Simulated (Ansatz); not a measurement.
# Nb (sc type): the cost of one run

Method: DFT, PBEsol, PAW with Ansatz's default frozen-core files, scalar-relativistic, in Ansatz 0.2.0.

2 further runs of the same task are left out: 2 that didn't finish. Runs told in other sessions of the task aren't counted.

### 1 The structure to begin with

It takes space group Pm-3m (No. 221, cubic). Conventional cell: a = 2.663 Å, b = 2.663 Å, c = 2.663 Å, α = 90.00°, β = 90.00°, γ = 90.00°. Nb (site symmetry m-3m) is surrounded by 6 Nb at 2.66 Å.

Structure file:

```cif
data_structure
_symmetry_space_group_name_H-M 'Pm-3m'
_symmetry_Int_Tables_number 221
_cell_length_a 2.6634
_cell_length_b 2.6634
_cell_length_c 2.6634
_cell_angle_alpha 90.000
_cell_angle_beta 90.000
_cell_angle_gamma 90.000
_cell_volume 18.89
loop_
_atom_site_label
_atom_site_type_symbol
_atom_site_symmetry_multiplicity
_atom_site_Wyckoff_symbol
_atom_site_fract_x
_atom_site_fract_y
_atom_site_fract_z
_atom_site_occupancy
Nb1 Nb 1 a 0.00000 0.00000 0.00000 1
```

The file gives the conventional cell by its symmetry; the runs use the cell typed in the input.

Whether this phase is the stable one at these pressures isn't tested.

### 2 Cell relaxed at zero pressure, PAW

Input file input.yaml:

```yaml
crystal:
  lattice:
    - [2.6633567963, 0.0, 0.0]
    - [0.0, 2.6633567963, 0.0]
    - [0.0, 0.0, 2.6633567963]
  atoms:
    - { symbol: Nb, position: [0.0, 0.0, 0.0] }
kpoints:
  mp_grid: { grid: [14, 14, 14] }
scf:
  occupations: { method: fermi_dirac, width: 0.1 }
hamiltonian:
  xc: pbesol
  pseudopotentials: { kind: paw }
output:
  forces: true
  stress: true
relax:
  f_tol: 0.005
  max_steps: 40
  cell: {}
```

Run with:

```console
$ ansatz run input.yaml --threads 1 --pin off --max-ram 2048MiB --backend cpu --events-out ev --progress --plain --runs-dir out
```

**Question.** How long does this run take on 1 thread of Arm Neoverse V2, shared host, and how much memory does it need?

About 4.8 s, with a peak of 0.29 GiB.
